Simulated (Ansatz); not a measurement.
# HfO2: the cost of one run

Computed with Ansatz 0.2.0 (reference: DFT, HSE06, plane waves, PAW, unless a step's input says otherwise).

## 1. The system as given

Symmetry: Fm-3m, No. 225, cubic system. The conventional cell has a = 5.058 Å, b = 5.058 Å, c = 5.058 Å, α = 90.00°, β = 90.00°, γ = 90.00°. Around Hf (site symmetry m-3m) lie 8 O at 2.19 Å. O (site symmetry -43m) is surrounded by 4 Hf at 2.19 Å.

As a file:

```xyz
3
Lattice="0.0000 2.5292 2.5292 2.5292 0.0000 2.5292 2.5292 2.5292 0.0000" Properties=species:S:1:pos:R:3 pbc="T T T"
Hf    0.0000    0.0000    0.0000
O     1.2646    1.2646    1.2646
O     3.7938    3.7938    3.7938
```

## 2. Baseline

File input.yaml:

```yaml
crystal:
  lattice:
    - [0.0, 2.5291823194, 2.5291823194]
    - [2.5291823194, 0.0, 2.5291823194]
    - [2.5291823194, 2.5291823194, 0.0]
  atoms:
    - { symbol: Hf, position: [0.0, 0.0, 0.0] }
    - { symbol: O, position: [0.25, 0.25, 0.25] }
    - { symbol: O, position: [0.75, 0.75, 0.75] }
kpoints:
  mp_grid: { grid: [4, 4, 4] }
hamiltonian:
  xc: hse06
scf:
  occupations: { method: fixed }
  n_extra_bands: 4
output:
  forces: true
  stress: true
  eigenvalues: true
```

Command:

```
$ ansatz run input.yaml --threads 4 --pin off --max-ram 3686MiB --backend cpu --events-out ev --progress --plain --runs-dir out
```

What time and memory should one allow on 4 threads of Arm Neoverse N1, shared host?

About 9.6 s, with a peak of 0.55 GiB.
